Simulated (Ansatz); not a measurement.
# C₃H₇BO: small, medium and large basis sets

One table from this session's results is given with a row withheld; the runs are named, their logs left out.

Computed with Ansatz 0.2.0, Gaussian basis. Level: one geometry, several basis sets.

Plan: PBE0-D4/def2-SVP; ωB97M-V/def2-SVP; PBE0-D4/def2-QZVPP; ωB97M-V/def2-QZVPP; the functionals' def2-TZVPP values are taken from earlier runs.

## The relaxed structure

The geometry comes from an earlier relaxation with PBE0-D4 in a triple-zeta def2 set; it is a stationary point, not always the lowest conformer.

SMILES `CB1OC1C`, 12 atoms, charge 0, spin multiplicity 1.

Atoms are counted from 1 here; the program's logs count them from 0.

Bond lengths: C1–B2 1.544 Å, C1–H6 1.091 Å, C1–H7 1.094 Å, C1–H8 1.094 Å, B2–O3 1.335 Å, B2–C4 1.517 Å, O3–C4 1.507 Å, C4–C5 1.497 Å, C4–H9 1.089 Å, C5–H10 1.092 Å, C5–H11 1.094 Å, C5–H12 1.094 Å. Angles: B2–C1–H6 112.7°, B2–C1–H7 110.1°, B2–C1–H8 110.3°, H6–C1–H7 108.7°, H6–C1–H8 108.8°, H7–C1–H8 106.1°, C1–B2–O3 138.6°, C1–B2–C4 157.9°, O3–B2–C4 63.4°, B2–O3–C4 64.2°, B2–C4–O3 52.4°, B2–C4–C5 125.1°, B2–C4–H9 119.9°, O3–C4–C5 114.6°, O3–C4–H9 110.3°, C5–C4–H9 114.4°, C4–C5–H10 111.8°, C4–C5–H11 111.6° and more.

Set-up of the first run:

in.yaml

```yaml
crystal:
  periodic: [false, false, false]
  atoms:
    - {symbol: C, position_ang: [-2.115363, 0.231482, 0.008940]}
    - {symbol: B, position_ang: [-0.616454, 0.286006, 0.375007]}
    - {symbol: O, position_ang: [0.162411, 0.085424, 1.439959]}
    - {symbol: C, position_ang: [0.876384, 0.454237, 0.165372]}
    - {symbol: C, position_ang: [1.795549, -0.602974, -0.362951]}
    - {symbol: H, position_ang: [-2.747114, -0.028937, 0.860054]}
    - {symbol: H, position_ang: [-2.280834, -0.500434, -0.787629]}
    - {symbol: H, position_ang: [-2.443007, 1.195179, -0.392085]}
    - {symbol: H, position_ang: [1.330902, 1.439703, 0.259290]}
    - {symbol: H, position_ang: [1.297312, -1.571506, -0.440802]}
    - {symbol: H, position_ang: [2.678966, -0.722302, 0.271585]}
    - {symbol: H, position_ang: [2.137948, -0.321079, -1.362739]}
basis:
  gaussian: {orbitals: def2-SVP}
hamiltonian: {xc: pbe0, dispersion: d4}
output: {orbitals: {seedname: orbitals}}
```

Steps of the session up to this table: PBE0-D4 in def2-SVP; ωB97M-V in def2-SVP; PBE0-D4 in def2-QZVPP; ωB97M-V in def2-QZVPP.

One table of the session follows, with a row left open; its other results are not shown here.

It belongs to the step «Functionals by basis». 

```
functional       basis  HOMO (eV)  LUMO (eV)
   PBE0-D4    def2-SVP      -7.42       0.53
   PBE0-D4  def2-TZVPP          ?          ?
   PBE0-D4  def2-QZVPP      -7.48       0.25
   ωB97M-V    def2-SVP      -9.71       2.63
   ωB97M-V  def2-TZVPP      -9.77       2.05
   ωB97M-V  def2-QZVPP      -9.78       1.61
```

Estimate the missing values for PBE0-D4, def2-TZVPP.

**Answer.** HOMO (eV): -7.47; LUMO (eV): 0.33. In the column «HOMO (eV)» it lies between PBE0-D4, def2-QZVPP (-7.48) and PBE0-D4, def2-SVP (-7.42).
